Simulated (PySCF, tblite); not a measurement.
# C₃H₈O₃SSi: geometry, infrared bands and NMR shifts

Wanted: the infrared bands and NMR shifts of C₃H₈O₃SSi (`CC(=O)O[Si@@](C)(O)S`), by calculation.

The runs use tblite 0.8.0 and PySCF 2.14.0, with density-fitted response routines of our own; the level of theory stands in each step. All values are computed, except where a source is named. Atoms count from 0, in the outputs and in this text.

**1. The molecule as given**

16 atoms, charge 0, multiplicity 1; geometry from: force field or distance geometry start.

Bonds of the start (Å): C0–C1 1.50, C1–O2 1.24, C1–O3 1.35, O3–Si4 1.66, Si4–C5 1.85, Si4–O6 1.65, Si4–S7 2.14, C0–H8 1.09, C0–H9 1.09, C0–H10 1.08, C5–H11 1.09, C5–H12 1.08, C5–H13 1.10, O6–H14 0.97, S7–H15 1.34.

**2. Geometry optimisation with GFN2-xTB**

Job settings and geometry (Å):

```
{"job": {"kind": "relax", "xc": "GFN2-xTB", "basis": "xTB"}, "charge": 0, "multiplicity": 1}
C      2.704200     0.277300    -0.705000
C      1.453100    -0.023400     0.074100
O      1.462800    -0.638300     1.150600
O      0.366400     0.475100    -0.555500
Si    -1.166800     0.275200     0.056400
C     -1.794900    -1.457200    -0.099100
O     -1.219900     0.858300     1.599000
S     -2.435900     1.557400    -1.096300
H      2.629500    -0.173300    -1.696300
H      2.822500     1.361300    -0.775500
H      3.562200    -0.144100    -0.194400
H     -2.822700    -1.544900     0.268000
H     -1.777300    -1.799300    -1.125200
H     -1.170900    -2.146700     0.487900
H     -0.599500     0.433500     2.214300
H     -2.020300     2.698200    -0.537100
```

Started as:

```console
> OMP_NUM_THREADS=1 python probes_run.py task.json out
```

The driver reads the jobs from task.json and runs them one after another.

**Question.** This job is followed by: GFN2-xTB harmonic vibrations, gas phase; GIAO PBE0/pcSseg-1 NMR shielding, non-relativistic, gas phase. What will the session give for the following? strongest single infrared mode (GFN2-xTB); zero-point energy (GFN2-xTB); ¹³C shifts against TMS (PBE0/pcSseg-1); ¹H shifts against TMS (PBE0/pcSseg-1, means over atoms taken as alike); ¹⁷O shifts against H2O (PBE0/pcSseg-1); ²⁹Si shifts against TMS (PBE0/pcSseg-1); ³³S shifts against CS2 (PBE0/pcSseg-1).

As calculated:

```
                                                              quantity                       value
                             strongest single infrared mode (GFN2-xTB)       1225 cm⁻¹, 647 km/mol
                                          zero-point energy (GFN2-xTB)               69.1 kcal/mol
                                ¹³C shifts against TMS (PBE0/pcSseg-1)        178.4, 24.5, 6.2 ppm
¹H shifts against TMS (PBE0/pcSseg-1, means over atoms taken as alike)  3.55, 2.19, 0.64, 0.47 ppm
                                ¹⁷O shifts against H2O (PBE0/pcSseg-1)      453.0, 241.3, 73.7 ppm
                               ²⁹Si shifts against TMS (PBE0/pcSseg-1)                     4.4 ppm
                                ³³S shifts against CS2 (PBE0/pcSseg-1)                    -209 ppm
```

What this shows: Relaxing lowered the energy by 0.195 eV in 161 steps; the close pair that moved most is Si4–C5, from 1.849 to 1.896 Å. All 42 modes are real, so the xTB geometry is a minimum. The strongest single mode, at 1225 cm⁻¹, moves mainly C1. GFN2-xTB is a fitted tight-binding method: band positions and strengths are rough. Its intensities can rank the bands wrongly. At PBE0/pcSseg-1: The largest span, 605 ppm, is at O2, where the paramagnetic term is -523 ppm.
